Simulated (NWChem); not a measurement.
# BNH3F3 (SMILES [NH3+][B-](F)(F)F): CAM-B3LYP/def2-SVP

Aim: energy and one-electron properties of BNH3F3. 

Program for the calculation: NWChem 7.3.0.

4 further runs of the same task are left out: 4 set aside as unsound or not needed.

## 1. The system as given

The species is BNH3F3 (8 atoms), meant as a singlet with charge 0. As SMILES, `[NH3+][B-](F)(F)F`. The shape is that of a PBE0-D4/def2-TZVP optimisation.

Bond lengths: N1–B2 1.674 Å, B2–F3 1.368 Å, B2–F4 1.368 Å, B2–F5 1.368 Å, N1–H6 1.015 Å, N1–H7 1.015 Å, N1–H8 1.015 Å. Some angles: N1–B2–F3 104.1°, N1–B2–F4 104.1°, N1–B2–F5 104.1°, F3–B2–F4 114.2°, F3–B2–F5 114.2°, F4–B2–F5 114.2°, B2–N1–H6 110.1°, B2–N1–H7 110.1°, B2–N1–H8 110.1°, H6–N1–H7 108.9°.

## 2. Energy and one-electron properties at CAM-B3LYP/def2-SVP

Input file test.xyz:

```xyz
8
BF3H3N CAM-B3LYP
N     -0.501800    -0.052400     0.645700
B      0.531500     0.038700    -0.668100
F      1.521100    -0.860400    -0.378100
F     -0.251400    -0.312100    -1.733900
F      0.943600     1.343300    -0.679400
H     -1.280300     0.587300     0.522000
H     -0.006300     0.194600     1.496700
H     -0.864300    -0.996100     0.739300
```

Input file test.nw:

```
start test
title "BF3H3N CAM-B3LYP"
memory total 2200 mb

geometry units angstrom noautosym nocenter noautoz
  load format xyz test.xyz
end

basis spherical bse
  * library def2-SVP
end

dft
  xc xcamb88 1.00 lyp 0.81 vwn_5 0.19 hfexch 1.00
  cam 0.33 cam_alpha 0.19 cam_beta 0.46
  grid lebedev 150 18
  convergence energy 1e-08
  direct
  maxiter 100
  mulliken
  noprint "final vectors analysis"
end

property
  dipole
  quadrupole
  mulliken
end

task dft property
```

On the command line:

```sh
$ nwchem test.nw > test.out
```

Q: Predict the results. Wanted: total energy; dipole moment.

Computed results:

Level: CAM-B3LYP/def2-SVP.

| quantity | value |
| --- | --- |
| total energy | -380.75527 Eh |
| dipole moment | 6.35 D |

**Reading.** Mulliken charges run from -0.20 on F4 to +0.16 on H8; they depend strongly on the basis.
